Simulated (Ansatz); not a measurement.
## Nudged elastic band run: Mg32O31

input.yaml

```yaml
crystal:
  lattice:
    - [8.8224, 0.0, 0.0]
    - [0.0, 8.8224, 0.0]
    - [0.0, 0.0, 8.8224]
  atoms:
    - { symbol: Mg, position: [0.49937186, 0.00020014, -0.00018787] }
    - { symbol: O, position: [0.74948911, 0.24962364, 0.24998206] }
    - { symbol: Mg, position: [0.74874945, 0.24949113, -0.00022586] }
    - { symbol: O, position: [-0.00061064, 0.49908652, 0.24934337] }
    - { symbol: Mg, position: [0.74925199, -0.00041501, 0.24970423] }
    - { symbol: O, position: [-0.00064909, 0.24953677, 0.49988408] }
    - { symbol: Mg, position: [-0.00073734, 0.00170911, -0.0002408] }
    - { symbol: O, position: [0.24930468, 0.2495828, 0.24985216] }
    - { symbol: Mg, position: [0.24996591, 0.24952868, -2.977e-05] }
    - { symbol: O, position: [0.49938964, 0.4995734, 0.2499447] }
    - { symbol: Mg, position: [0.49947558, 0.49884245, -0.0001811] }
    - { symbol: O, position: [0.74894998, 0.7495619, 0.24947236] }
    - { symbol: Mg, position: [0.74713226, 0.74949306, -0.00015553] }
    - { symbol: O, position: [-0.00064912, 0.00014453, 0.24931496] }
    - { symbol: Mg, position: [0.24942857, -0.00028702, 0.24976399] }
    - { symbol: O, position: [0.49946957, 0.24959532, 0.49996874] }
    - { symbol: Mg, position: [0.49951989, 0.24955296, 0.24914991] }
    - { symbol: O, position: [0.74890806, 0.49901212, 0.49988488] }
    - { symbol: Mg, position: [0.74941538, 0.49941535, 0.24978357] }
    - { symbol: Mg, position: [0.49945655, 0.00180922, 0.4998756] }
    - { symbol: O, position: [0.74940013, 0.24963671, 0.74990666] }
    - { symbol: Mg, position: [0.74724515, 0.2495652, 0.49988251] }
    - { symbol: O, position: [-0.00063141, 0.49911789, 0.75036978] }
    - { symbol: Mg, position: [0.7491924, -0.00044356, 0.74988188] }
    - { symbol: O, position: [-0.00067149, 0.24959954, -0.00010222] }
    - { symbol: Mg, position: [-0.00067124, 0.49725077, -0.00012302] }
    - { symbol: O, position: [0.24987641, 0.74959561, 0.24943713] }
    - { symbol: Mg, position: [0.25150421, 0.74951828, -5.63e-05] }
    - { symbol: O, position: [0.49947028, -0.00039331, 0.24996257] }
    - { symbol: Mg, position: [-0.00067558, 0.24948898, 0.24764261] }
    - { symbol: O, position: [0.24981546, 0.49900563, 0.49991471] }
    - { symbol: Mg, position: [0.24946158, 0.49937194, 0.24988081] }
    - { symbol: O, position: [0.49939776, 0.74960127, 0.49987578] }
    - { symbol: Mg, position: [0.4992331, 0.74951395, 0.24774209] }
    - { symbol: O, position: [0.74896834, 9.829e-05, 0.49993013] }
    - { symbol: Mg, position: [-0.00069379, 0.00854265, 0.49996037] }
    - { symbol: O, position: [0.24935511, 0.24962707, 0.74990767] }
    - { symbol: Mg, position: [0.25163772, 0.24942011, 0.49986906] }
    - { symbol: O, position: [0.49940202, 0.49965107, 0.74985288] }
    - { symbol: Mg, position: [0.49941743, 0.49728782, 0.49984945] }
    - { symbol: O, position: [0.74878932, 0.74963111, 0.75040949] }
    - { symbol: Mg, position: [0.740359, 0.74948631, 0.49980091] }
    - { symbol: O, position: [-0.0006646, 0.00019076, 0.75050341] }
    - { symbol: Mg, position: [0.24949498, -0.0003579, 0.7500674] }
    - { symbol: O, position: [0.49947444, 0.2496962, -7.88e-05] }
    - { symbol: Mg, position: [0.49943573, 0.24950233, 0.75050048] }
    - { symbol: O, position: [0.74950234, 0.49966553, -0.00010783] }
    - { symbol: Mg, position: [0.74930414, 0.49950219, 0.74986692] }
    - { symbol: O, position: [-0.00055156, 0.74969754, -0.00019999] }
    - { symbol: Mg, position: [-0.0005545, 0.74960188, 0.24087073] }
    - { symbol: O, position: [0.24994578, 0.00012934, 0.49990939] }
    - { symbol: Mg, position: [-0.00052584, 0.49043918, 0.49996919] }
    - { symbol: O, position: [0.25003879, 0.74966051, 0.75043964] }
    - { symbol: Mg, position: [0.25831476, 0.74958436, 0.5000059] }
    - { symbol: O, position: [0.49948878, -0.00038083, 0.74994593] }
    - { symbol: Mg, position: [-0.00066109, 0.24944489, 0.75213458] }
    - { symbol: O, position: [0.24941375, 0.49969079, -6.259e-05] }
    - { symbol: Mg, position: [0.24953624, 0.49943077, 0.75009627] }
    - { symbol: O, position: [0.49934601, 0.74960567, -6.254e-05] }
    - { symbol: Mg, position: [0.49937114, 0.74951873, 0.7521049] }
    - { symbol: O, position: [0.7494231, -0.00037032, -0.00010468] }
    - { symbol: Mg, position: [-0.00062702, 0.74948162, 0.7588049] }
    - { symbol: O, position: [0.24944991, -0.00031184, -9.62e-05] }
basis:
  ecutwfc: 420.0
kpoints:
  mp_grid: { grid: [1, 1, 1] }
hamiltonian:
  xc: pbe
  dispersion: d3bj
  pseudopotentials: { kind: paw, azcp: { folder: soft_1 } }
scf:
  occupations: { method: gaussian, width: 0.05 }
  lower_state_search: "off"
neb:
  images: 6
  f_tol: 0.05
  max_iterations: 50
  order_check: false
  climbing: immediate
  final_atoms:
    - { symbol: Mg, position: [0.50000552, 5.52e-06, -5.52e-06] }
    - { symbol: O, position: [0.75, 0.25, 0.25] }
    - { symbol: Mg, position: [0.75, 0.25, -0.00063227] }
    - { symbol: O, position: [-0.00059655, 0.49940345, 0.25] }
    - { symbol: Mg, position: [0.75, 0.00224704, 0.25] }
    - { symbol: O, position: [-5.738e-05, 0.25, 0.50005738] }
    - { symbol: Mg, position: [-5.52e-06, 5.52e-06, -5.52e-06] }
    - { symbol: O, position: [0.25, 0.25, 0.25] }
    - { symbol: Mg, position: [0.25, 0.25, -0.00224704] }
    - { symbol: O, position: [0.50059655, 0.49940345, 0.25] }
    - { symbol: Mg, position: [0.50000552, 0.49999448, -5.52e-06] }
    - { symbol: O, position: [0.75, 0.75, 0.25] }
    - { symbol: Mg, position: [0.75, 0.75, -0.00224704] }
    - { symbol: O, position: [-0.00059655, 0.00059655, 0.25] }
    - { symbol: Mg, position: [0.25, 0.0093865, 0.25] }
    - { symbol: O, position: [0.50005738, 0.25, 0.50005738] }
    - { symbol: Mg, position: [0.50224704, 0.25, 0.25] }
    - { symbol: O, position: [0.75, 0.49994262, 0.50005738] }
    - { symbol: Mg, position: [0.75, 0.49775296, 0.25] }
    - { symbol: Mg, position: [0.50000552, 5.52e-06, 0.50000552] }
    - { symbol: O, position: [0.75, 0.25, 0.75] }
    - { symbol: Mg, position: [0.75, 0.25, 0.50063227] }
    - { symbol: O, position: [-5.738e-05, 0.49994262, 0.75] }
    - { symbol: Mg, position: [0.75, 0.00063227, 0.75] }
    - { symbol: O, position: [-5.738e-05, 0.25, -5.738e-05] }
    - { symbol: Mg, position: [-5.52e-06, 0.49999448, -5.52e-06] }
    - { symbol: O, position: [-0.00059655, 0.75, 0.50059655] }
    - { symbol: Mg, position: [0.25, 0.75, -0.0093865] }
    - { symbol: O, position: [0.50059655, 0.00059655, 0.25] }
    - { symbol: Mg, position: [-0.00224704, 0.25, 0.25] }
    - { symbol: O, position: [0.25, 0.49940345, 0.50059655] }
    - { symbol: Mg, position: [0.25, 0.4906135, 0.25] }
    - { symbol: O, position: [0.50059655, 0.75, 0.50059655] }
    - { symbol: Mg, position: [0.5093865, 0.75, 0.25] }
    - { symbol: O, position: [0.75, 5.738e-05, 0.50005738] }
    - { symbol: Mg, position: [-5.52e-06, 5.52e-06, 0.50000552] }
    - { symbol: O, position: [0.25, 0.25, 0.75] }
    - { symbol: Mg, position: [0.25, 0.25, 0.50224704] }
    - { symbol: O, position: [0.50005738, 0.49994262, 0.75] }
    - { symbol: Mg, position: [0.50000552, 0.49999448, 0.50000552] }
    - { symbol: O, position: [0.75, 0.75, 0.75] }
    - { symbol: Mg, position: [0.75, 0.75, 0.50224704] }
    - { symbol: O, position: [-5.738e-05, 5.738e-05, 0.75] }
    - { symbol: Mg, position: [0.25, 0.00224704, 0.75] }
    - { symbol: O, position: [0.50005738, 0.25, -5.738e-05] }
    - { symbol: Mg, position: [0.50063227, 0.25, 0.75] }
    - { symbol: O, position: [0.75, 0.49994262, -5.738e-05] }
    - { symbol: Mg, position: [0.75, 0.49936773, 0.75] }
    - { symbol: O, position: [-0.00059655, 0.75, -0.00059655] }
    - { symbol: Mg, position: [-0.0093865, 0.75, 0.25] }
    - { symbol: O, position: [0.25, 0.00059655, 0.50059655] }
    - { symbol: Mg, position: [-5.52e-06, 0.49999448, 0.50000552] }
    - { symbol: O, position: [0.25, 0.75, 0.75] }
    - { symbol: Mg, position: [0.25, 0.75, 0.5093865] }
    - { symbol: O, position: [0.50005738, 5.738e-05, 0.75] }
    - { symbol: Mg, position: [-0.00063227, 0.25, 0.75] }
    - { symbol: O, position: [0.25, 0.49940345, -0.00059655] }
    - { symbol: Mg, position: [0.25, 0.49775296, 0.75] }
    - { symbol: O, position: [0.50059655, 0.75, -0.00059655] }
    - { symbol: Mg, position: [0.50224704, 0.75, 0.75] }
    - { symbol: O, position: [0.75, 5.738e-05, -5.738e-05] }
    - { symbol: Mg, position: [-0.00224704, 0.75, 0.75] }
    - { symbol: O, position: [0.25, 0.00059655, -0.00059655] }
```

Run as:

```bash
$ ansatz run input.yaml --threads 4 --pin off --max-ram 10240MiB --backend cpu --events-out ev --progress --plain --runs-dir out
```

Output, in part (warnings, iteration lines):

```
NEB end point (image 0): max|allowed force component| = 1.939e-2 eV/Å (the criterion of neb.relax_end_points is 1.000e-2)
NEB end point (image 7): max|allowed force component| = 1.942e-2 eV/Å (the criterion of neb.relax_end_points is 1.000e-2)
NEB iter   1: max|band force component| = 5.632e0 eV/Å  barrier→ = 4.2165 eV  barrier← = 4.2161 eV  CI = image 3  Δτ_max = 0.1773 Å  (72 SCF iters)
NEB iter   2: max|band force component| = 3.682e0 eV/Å  barrier→ = 3.2955 eV  barrier← = 3.2951 eV  CI = image 3  Δτ_max = 0.1031 Å  (45 SCF iters)
NEB iter   3: max|band force component| = 1.256e0 eV/Å  barrier→ = 2.6312 eV  barrier← = 2.6308 eV  CI = image 3  Δτ_max = 0.0466 Å  (42 SCF iters)
NEB iter   4: max|band force component| = 2.992e-1 eV/Å  barrier→ = 2.5331 eV  barrier← = 2.5327 eV  CI = image 3  Δτ_max = 0.0243 Å  (40 SCF iters)
NEB iter   5: max|band force component| = 3.833e-2 eV/Å  barrier→ = 2.5214 eV  barrier← = 2.5210 eV  CI = image 3  Δτ_max = 0.0075 Å  (36 SCF iters)
NEB iter   6: max|band force component| = 5.022e-2 eV/Å  barrier→ = 2.5201 eV  barrier← = 2.5197 eV  CI = image 3  Δτ_max = 0.0075 Å  (6 SCF iters)
NEB iter   7: max|band force component| = 2.346e-2 eV/Å  barrier→ = 2.5196 eV  barrier← = 2.5192 eV  CI = image 3  Δτ_max = 0.0000 Å  (36 SCF iters)
```

The forces met the threshold. The band force fell under the threshold earlier too, but the program's further tests of the path sent the band on. Neighbouring images differ by up to 1.2 eV, so the band resolves the path poorly. The order of the stationary point at the top wasn't checked. Limits of this set-up: coarse k mesh, no spin, though dangling bonds at a vacancy may carry it.

Final band (atoms are numbered from 1 in the order of the input):

| image | path coordinate (Å) | energy (eV) | Mg15–O27 (Å) | O27–Mg28 (Å) | O27–Mg32 (Å) |
| --- | --- | --- | --- | --- | --- |
| 0 | 0.00 | 0.00 | 2.21 | 2.20 | 2.21 |
| 1 | 0.57 | 0.53 | 2.21 | 2.65 | 2.21 |
| 2 | 1.14 | 1.76 | 2.38 | 3.13 | 2.39 |
| 3 | 1.70 | 2.52 | 2.68 | 3.61 | 2.68 |
| 4 | 2.13 | 2.06 | 2.97 | 3.97 | 2.97 |
| 5 | 2.56 | 1.10 | 3.28 | 4.33 | 3.28 |
| 6 | 2.99 | 0.31 | 3.59 | 4.68 | 3.59 |
| 7 | 3.42 | 0.00 | 3.87 | 4.86 | 3.87 |

The run took 3.7 min on 4 threads of Arm Neoverse V1 (shared host), peak memory 2.8 GiB.
